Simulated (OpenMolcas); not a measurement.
# Fe⁴⁺ among point charges: CASSCF and CASPT2 levels and susceptibility

How does a field of 6 point charges split the states of Fe⁴⁺, and what χT follows?

Method: state-averaged CASSCF and CASPT2, spin-orbit coupling by RASSI with atomic mean-field integrals. Code: OpenMolcas 26.06.

**1. The system**

| Property | Result |
| --- | --- |
| Species | Fe⁴⁺ (iron, Z = 26, 22 electrons) |
| Basis | ANO-RCC-VDZP [5s4p2d1f], 34 functions |
| Scalar Hamiltonian | DKH2, point nucleus |
| Inactive shells | 1s 2s 2p 3s 3p |
| Active space | 4 electrons in 5 orbitals (3d) |
| Some configurations of this space | 3d4 |
| Orbitals | optimised for each spin and parity, averaged over all roots |

Outer shells as boxes (Hund's rule):

3d4
```
3d [↑ ][↑ ][↑ ][↑ ][  ]
```

The ion sits among 6 point charges of -2.2 e arranged as a trigonal prism (D3h), 1.97 Å from the ion, with a polar angle of 50.1° against the regular 49.1°.

Each step is its own input file, run in one work folder so that later steps find the files of earlier ones. Labels, J, g values, rates, χT and fits are worked out afterwards by a script from the matrices that RASSI stores.

**2. Basis and integrals**

The input, a.inp:

```
&GATEWAY
Coord
1

Fe 0.0 0.0 0.0
Basis=ANO-RCC-VDZP
Group=NoSym
NoMove
AngMom=0.0 0.0 0.0
AMFI
XField
6 Angstrom 0
1.510918 0.000000 1.264131 -2.200000
-0.755459 1.308494 1.264131 -2.200000
-0.755459 -1.308494 1.264131 -2.200000
1.510918 0.000000 -1.264131 -2.200000
-0.755459 1.308494 -1.264131 -2.200000
-0.755459 -1.308494 -1.264131 -2.200000
&SEWARD
```

Started as:

```sh
> OMP_NUM_THREADS=1 MOLCAS_MEM=1689 MOLCAS_PROJECT=a pymolcas a.inp > a.log
```

**3. CASSCF: quintets, 5 roots**

The input, a.inp:

```
&RASSCF
FileOrb=start.orb
Symmetry=1
Spin=5
nActEl=4 0 0
Inactive=9
Ras2=5
CIRoot=5 5 1
SDav=5
CIMx=300
Iter=120 100
PrWF=0.3
OrbListing=Nothing
MaxOrb=0
>>> COPY $Project.JobIph JOB001
```

start.orb holds the contracted functions of the basis, ordered by shell, or the orbitals of the step before.

**4. CASSCF: triplets, 45 roots**

The input, a.inp:

```
&RASSCF
FileOrb=start.orb
Symmetry=1
Spin=3
nActEl=4 0 0
Inactive=9
Ras2=5
CIRoot=45 45 1
SDav=45
CIMx=300
Iter=120 100
PrWF=0.3
OrbListing=Nothing
MaxOrb=0
>>> COPY $Project.JobIph JOB002
```

**5. CASSCF: singlets, 50 roots**

The input, a.inp:

```
&RASSCF
FileOrb=start.orb
Symmetry=1
Spin=1
nActEl=4 0 0
Inactive=9
Ras2=5
CIRoot=50 50 1
SDav=50
CIMx=300
Iter=120 100
PrWF=0.3
OrbListing=Nothing
MaxOrb=0
>>> COPY $Project.JobIph JOB003
```

**6. State interaction with spin-orbit coupling**

The input, a.inp:

```
&RASSI
NrOfJobIphs=3 5 45 50
1 2 3 4 5
1 2 3 4 5 6 7 8 9 10 11 12 13 14 15 16 17 18 19 20 21 22 23 24 25 26 27
28 29 30 31 32 33 34 35 36 37 38 39 40 41 42 43 44 45
1 2 3 4 5 6 7 8 9 10 11 12 13 14 15 16 17 18 19 20 21 22 23 24 25 26 27
28 29 30 31 32 33 34 35 36 37 38 39 40 41 42 43 44 45 46 47 48 49 50
IphNames
JOB001
JOB002
JOB003
EJob
SpinOrbit
DIPRint=1.0
SOCoupling=1000.0
Subsets=2
Property=9
'ANGMOM' 1 'ANGMOM' 2 'ANGMOM' 3 'MLTPL  1' 1 'MLTPL  1' 2 'MLTPL  1' 3
'AMFI' 1 'AMFI' 2 'AMFI' 3
SOProperty=3
'ANGMOM' 1 'ANGMOM' 2 'ANGMOM' 3
```

**7. CASPT2: IPEA 0.25, imaginary shift 0.1 (closed shells correlated: 3s 3p)**

The input, a.inp:

```
>>> COPY JOB001 $Project.JobIph
&CASPT2
Multistate=5 1 2 3 4 5
NoMult
Frozen=5
IPEA=0.25
Imaginary=0.1
MaxIter=60
WThr=0.0 0.3 0.05
PrWF=0.5
NoMix
>>> COPY JOB002 $Project.JobIph
&CASPT2
Multistate=45 1 2 3 4 5 6 7 8 9 10 11 12 13 14 15 16 17 18 19 20 21 22
23 24 25 26 27 28 29 30 31 32 33 34 35 36 37 38 39 40 41 42 43 44 45
NoMult
Frozen=5
IPEA=0.25
Imaginary=0.1
MaxIter=60
WThr=0.0 0.3 0.05
PrWF=0.5
NoMix
>>> COPY JOB003 $Project.JobIph
&CASPT2
Multistate=50 1 2 3 4 5 6 7 8 9 10 11 12 13 14 15 16 17 18 19 20 21 22
23 24 25 26 27 28 29 30 31 32 33 34 35 36 37 38 39 40 41 42 43 44 45 46
47 48 49 50
NoMult
Frozen=5
IPEA=0.25
Imaginary=0.1
MaxIter=60
WThr=0.0 0.3 0.05
PrWF=0.5
NoMix
```

(Steps that only read results are left out.)

**Question.** What will these runs give? Wanted: spin-free ground state; first state of the same spin within the active space; lowest level; next level.

**Answer**, as computed:

| quantity | value |
| --- | --- |
| method | SS-CASPT2, IPEA 0.25, imaginary shift 0.1 (closed shells correlated: 3s 3p) |
| spin-free ground state | 5E, 2-fold in its orbital part |
| first state of the same spin within the active space | 5A1 at 1100 cm⁻¹ |
| lowest level | 1-fold A1 |
| next level | 11.3 cm⁻¹ |
| χT at 300 K | 1.91 cm³ K/mol |
| effective moment at 300 K | 3.91 μB |

Cost by method:

```csv
method,time of its own steps,time with the reference
A. CASSCF,25 s,25 s
"B. SS-CASPT2, IPEA 0.25, imaginary shift 0.1, +3s 3p",6.1 s,31 s
```

Times are of one thread on a shared host.

In words: The spin-free ground state (5E) comes to 100 % from free-ion D terms and keeps the highest spin of the shell. χT at 300 K is 1.91, against 3.01 cm³ K/mol for the spin alone, so spin-orbit coupling lowers it. An active space of the d shell alone favours high spin; real ions in strong fields can be low spin. CASPT2 does not keep the components of a term degenerate, and the means are used. The field of point charges can differ much from that of real complexes. With metal d orbitals alone active, the gaps between spin states are rough; where two lie within a few thousand cm-1, their order is open. Point charges carry no covalency, so the field is a model and not that of real ligands.
